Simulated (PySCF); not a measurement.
# CH₁₃GeNSi₃: magnetic properties

Computed with PySCF 2.14.0 and routines of our own; the level stands in each step. Atoms count from 0.

## 1. The system as given

19 atoms, charge 0, multiplicity 1; geometry from: GFN2-xTB.

## 2. Magnetic properties: GIAO KT3/pcSseg-1

What the job is given:

```
{"job": {"kind": "mag", "xc": "KT3", "basis": "pcSseg-1", "isotopologues": 2}, "charge": 0, "multiplicity": 1}
C     -0.824588    -0.308391     1.391485
N     -1.389619     0.340991     0.228965
Si    -2.954544    -0.211374    -0.272100
Si    -0.256488     1.272046    -0.708863
Si     1.496341    -0.086471    -1.390739
Ge     3.068322    -0.390741     0.322712
H     -1.608417    -0.569431     2.101626
H     -0.115383     0.353475     1.892277
H     -0.293087    -1.229562     1.120989
H     -3.841135    -0.094509     0.888930
H     -2.899090    -1.615410    -0.704381
H     -3.359632     0.654617    -1.370581
H     -1.042558     1.869662    -1.787058
H      0.198273     2.351117     0.190255
H      1.083688    -1.431559    -1.823923
H      2.217694     0.464878    -2.546839
H      3.368407     0.857022     1.109382
H      2.695265    -1.360774     1.410950
H      4.446746    -0.856336    -0.060549
```

Method: GIAO KT3/pcSseg-1 magnetisability, rotational g tensor and spin-rotation constants, non-relativistic, gas phase.

Started as:

```bash
$ OMP_NUM_THREADS=1 python excited_run.py task.json out
```

The driver reads the jobs from task.json and runs them one after another.

Q: Estimate the wall time and peak memory of this first job on 1 thread of Arm Neoverse V1, shared host.

About 70 s, with a peak of 0.94 GiB.
